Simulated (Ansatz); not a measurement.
# TiSiH3+ (singlet): inputs that go wrong at a displaced geometry (v1)

4 inputs are run for TiSiH3+ (singlet) as typed; the log has to tell whether the result can be used and what must change.

Program: Ansatz 0.2.0, Gaussian basis. Level of theory: the settings change from run to run. These are calculated values, not measurements.

7 further runs of the same task are left out: 3 that didn't finish, 4 set aside as unsound or not needed.

### 1 The system

The geometry is a PBE0/def2-TZVP stationary point (not a proven minimum) with its atoms shifted at random (size 0.040 Å).

5 atoms, charge 1, spin multiplicity 1.

Atoms are counted from 1 here; the program's logs count them from 0.

Bond lengths: Ti1–Si2 2.170 Å, Ti1–H3 1.888 Å, Ti1–H5 1.907 Å, Si2–H3 1.664 Å, Si2–H4 1.510 Å, Si2–H5 1.640 Å. Angles: Si2–Ti1–H3 47.8°, Si2–Ti1–H5 46.9°, H3–Ti1–H5 87.5°, Ti1–Si2–H3 57.2°, Ti1–Si2–H4 154.0°, Ti1–Si2–H5 58.1°, H3–Si2–H4 112.2°, H3–Si2–H5 105.2°, H4–Si2–H5 109.4°, Ti1–H3–Si2 75.0°, Ti1–H5–Si2 75.0°.

### 2 Input 1

File in.yaml:

```yaml
crystal:
  periodic: [false, false, false]
  atoms:
    - {symbol: Ti, position_ang: [-0.012502, 0.005485, 0.849585]}
    - {symbol: Si, position_ang: [0.071793, -0.010658, -1.318497]}
    - {symbol: H, position_ang: [-0.362311, 1.335846, -0.443023]}
    - {symbol: H, position_ang: [-0.536970, -0.014161, -2.700075]}
    - {symbol: H, position_ang: [-0.507473, -1.285177, -0.464711]}
basis:
  gaussian: {orbitals: def2-mTZVP}
total_charge: 1
correlation: {active_space: {ras: {orbitals: [9, 0, 45], electrons: 15, max_holes: 2, max_particles: 2}, fixed_orbitals: true}}
```

Run with:

```bash
> ansatz run in.yaml --threads 1 --pin off --events-out ev --progress --plain --max-ram 2393MiB
```

Log:

```text
Functional definition: HF
  name "HF"
  cite "Fock, Z. Phys. 61, 126 (1930) doi:10.1007/BF01340294"
  parent pbe
  exchange = exact_x
  correlation = 0
631 factors; integrals over basis functions are off by at most 6.6e-4 eV
mean field evaluation 1: about -30980.4400 eV, gradient 3.4e1 eV
mean field evaluation 2: about -30980.6615 eV, gradient 3.4e1 eV
mean field evaluation 4: about -30985.3990 eV, gradient 6.8e0 eV
mean field evaluation 8: about -30986.1855 eV, gradient 4.1e-1 eV
mean field evaluation 16: about -30986.2015 eV, gradient 1.4e-3 eV
mean field evaluation 32: about -30986.0285 eV, gradient 2.0e0 eV
mean field evaluation 64: about -30986.2006 eV, gradient 1.7e-1 eV
mean field evaluation 96: about -30986.2015 eV, gradient 2.8e-3 eV
mean field -30986.20154761 eV, -1138.7219036730 hartree, gradient 2.0e-6 eV, S^2 0.000000; 8 other end points of the search recorded, 0 dependent functions left out
reference -30986.20154761 eV, -1138.7219036730 hartree; 19, 19 occupied and 45, 45 virtual orbitals, 631 factors
Error: 15 electrons in 54 orbitals form no window around the highest filled level of the reference
```

Run time: 1.4 s. Hardware: 1 thread of Arm Neoverse V2, shared host.

**Diagnosis.** The run stopped with an error. The electron count of the restricted space is wrong. Cure: count the correlated electrons again.

### 3 Input 2

File in.yaml:

```yaml
crystal:
  periodic: [false, false, false]
  atoms:
    - {symbol: Ti, position_ang: [-0.012502, 0.005485, 0.849585]}
    - {symbol: Si, position_ang: [0.071793, -0.010658, -1.318497]}
    - {symbol: H, position_ang: [-0.362311, 1.335846, -0.443023]}
    - {symbol: H, position_ang: [-0.536970, -0.014161, -2.700075]}
    - {symbol: H, position_ang: [-0.507473, -1.285177, -0.464711]}
basis:
  gaussian: {orbitals: STO-3G}
total_charge: 1
hamiltonian: {xc: pbe}
correlation: {active_space: {window: {electrons: 2, orbitals: 2}}}
scf: {lower_state_search: full}
```

Same command.

Log:

```text
Error: invalid value for `correlation.active_space`: it starts from restricted Hartree–Fock orbitals; set hamiltonian.xc: hf without magnetization.spin_polarized
```

Wall time 0.03 s (1 thread of Arm Neoverse V2, shared host).

Diagnosis: The run was refused. An active space is asked on a functional's orbitals. To mend it, start from Hartree-Fock.

### 4 Input 3

File in.yaml:

```yaml
crystal:
  periodic: [false, false, false]
  atoms:
    - {symbol: Ti, position_ang: [-0.012502, 0.005485, 0.849585]}
    - {symbol: Si, position_ang: [0.071793, -0.010658, -1.318497]}
    - {symbol: H, position_ang: [-0.362311, 1.335846, -0.443023]}
    - {symbol: H, position_ang: [-0.536970, -0.014161, -2.700075]}
    - {symbol: H, position_ang: [-0.507473, -1.285177, -0.464711]}
basis:
  gaussian: {orbitals: 6-31G}
total_charge: 1
hamiltonian: {xc: r2scan}
correlation: {active_space: {window: {electrons: 2, orbitals: 2}}}
```

Same command.

Log:

```text
Error: invalid value for `correlation.active_space`: it starts from restricted Hartree–Fock orbitals; set hamiltonian.xc: hf without magnetization.spin_polarized
```

Run time: 0.03 s. Hardware: 1 thread of Arm Neoverse V2, shared host.

Diagnosis: The run was refused. An active space is asked on a functional's orbitals. Cure: start from Hartree-Fock.

### 5 Input 4

File in.yaml:

```yaml
crystal:
  periodic: [false, false, false]
  atoms:
    - {symbol: Ti, position_ang: [-0.012502, 0.005485, 0.849585]}
    - {symbol: Si, position_ang: [0.071793, -0.010658, -1.318497]}
    - {symbol: H, position_ang: [-0.362311, 1.335846, -0.443023]}
    - {symbol: H, position_ang: [-0.536970, -0.014161, -2.700075]}
    - {symbol: H, position_ang: [-0.507473, -1.285177, -0.464711]}
basis:
  gaussian: {orbitals: STO-3G, point_charges: [{charge: 1.00, position_ang: [3.024, 0.391, 0.373]}]}
total_charge: 1
magnetization: {spin_polarized: false, initial_magnetization: 1}
correlation: {method: fic_mrcisd_q, electrons: all, active_space: {window: {electrons: 2, orbitals: 3}, states: [{multiplicity: 1, weights: [1, 1, 1]}, {multiplicity: 3, weights: [1]}]}}
```

Same command.

Log:

```text
Error: a molecule whose nuclei and cores have a total charge of 39 cannot have a net charge of 1 together with 1 unpaired electrons
```

Run time: 0.03 s. Hardware: 1 thread of Arm Neoverse V2, shared host.

What is wrong: The run was refused. The number of unpaired electrons doesn't fit the electron count. Fix: make charge and initial_magnetization agree.

### 6 How the runs ended

| input | level | ended | cause | time |
| --- | --- | --- | --- | --- |
| 1 | CISD/def2-mTZVP | stopped by an error | the electron count of the restricted space is wrong | 1.4 s |
| 2 | CASSCF(2,2)/STO-3G | refused | an active space is asked on a functional's orbitals | 0.03 s |
| 3 | CASSCF(2,2)/6-31G | refused | an active space is asked on a functional's orbitals | 0.03 s |
| 4 | MRCISD+Q(2,3)/STO-3G | refused | the number of unpaired electrons doesn't fit the electron count | 0.03 s |

1 stopped by an error, 3 refused.
